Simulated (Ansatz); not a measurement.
**ClFH2NSi radical: how energies converge with the basis set**

How large a basis does ClFH2NSi radical need? Two functionals and correlated methods are run in growing sets.

Program: Ansatz 0.2.0, Gaussian basis. Level of theory: one geometry, several basis sets. These are calculated values, not measurements.

Levels to be run: PBE0-D4/def2-SVP; ωB97M-V/def2-SVP; PBE0-D4/def2-QZVPP; ωB97M-V/def2-QZVPP; CCSD(T)/cc-pV(D+d)Z; CCSD(T)/cc-pV(T+d)Z; CCSD(T)/cc-pV(Q+d)Z; the functionals' def2-TZVPP values are taken from earlier runs.

## Step 1: The geometry

All runs share one geometry, relaxed beforehand with PBE0-D4 in a triple-zeta def2 set.

SMILES `[NH][SiH](F)Cl`, 6 atoms, charge 0, spin multiplicity 2.

Atoms are counted from 1 here; the program's logs count them from 0.

Bond lengths: N1–Si2 1.728 Å, N1–H5 1.022 Å, Si2–F3 1.590 Å, Si2–Cl4 2.036 Å, Si2–H6 1.469 Å. Angles: Si2–N1–H5 115.8°, N1–Si2–F3 113.5°, N1–Si2–Cl4 106.0°, N1–Si2–H6 110.5°, F3–Si2–Cl4 108.6°, F3–Si2–H6 107.8°, Cl4–Si2–H6 110.4°.

## Step 2: PBE0-D4 in def2-SVP

Input file in.yaml:

```yaml
crystal:
  periodic: [false, false, false]
  atoms:
    - {symbol: N, position_ang: [-1.023899, 0.843182, -0.329031]}
    - {symbol: Si, position_ang: [0.175546, -0.378211, -0.094821]}
    - {symbol: F, position_ang: [1.655869, 0.121918, -0.389902]}
    - {symbol: Cl, position_ang: [0.051606, -0.918728, 1.864394]}
    - {symbol: H, position_ang: [-0.727290, 1.801043, -0.134026]}
    - {symbol: H, position_ang: [-0.089832, -1.533202, -0.962813]}
basis:
  gaussian: {orbitals: def2-SVP}
magnetization: {spin_polarized: true, initial_magnetization: 1}
hamiltonian: {xc: pbe0, dispersion: d4}
output: {orbitals: {seedname: orbitals}}
```

On the command line:

```bash
ansatz run in.yaml --threads 2 --pin off --events-out ev --progress --plain --max-ram 32768MiB --backend cpu
```

After this run come: ωB97M-V in def2-SVP; PBE0-D4 in def2-QZVPP; ωB97M-V in def2-QZVPP; CCSD(T) in cc-pV(D+d)Z; CCSD(T) in cc-pV(T+d)Z; CCSD(T) in cc-pV(Q+d)Z.

Before running them: what should the planned runs give, taken together? Wanted: MP2 correlation recovered, cc-pV(D+d)Z; MP2 correlation recovered, cc-pV(T+d)Z; MP2 correlation recovered, cc-pV(Q+d)Z; CCSD(T) limit from def2 sets; PBE0-D4: double and triple zeta above quadruple; ωB97M-V: double and triple zeta above quadruple.

**Answer**, as computed:

| quantity | value |
| --- | --- |
| MP2 correlation recovered, cc-pV(D+d)Z | 65.4 % |
| MP2 correlation recovered, cc-pV(T+d)Z | 86.4 % |
| MP2 correlation recovered, cc-pV(Q+d)Z | 94.4 % |
| CCSD(T) limit from def2 sets (earlier runs) less the limit of this series | -65 meV |
| PBE0-D4: double and triple zeta above quadruple | 13.60, 0.89 eV |
| ωB97M-V: double and triple zeta above quadruple | 13.63, 0.84 eV |

What this shows: For PBE0-D4 the step from double to triple zeta gains 12.71 eV and the next only 0.89 eV. In cc-pV(D+d)Z MP2 holds 65 % of its limit, in cc-pV(Q+d)Z 94 %, while Hartree-Fock is within 0.177 eV in the largest set. A limit from the def2 sets, made apart, differs by 65 meV, a least measure of the doubt on such a limit. These are total energies; as a rule much of such shifts cancels in differences, which this series doesn't test.
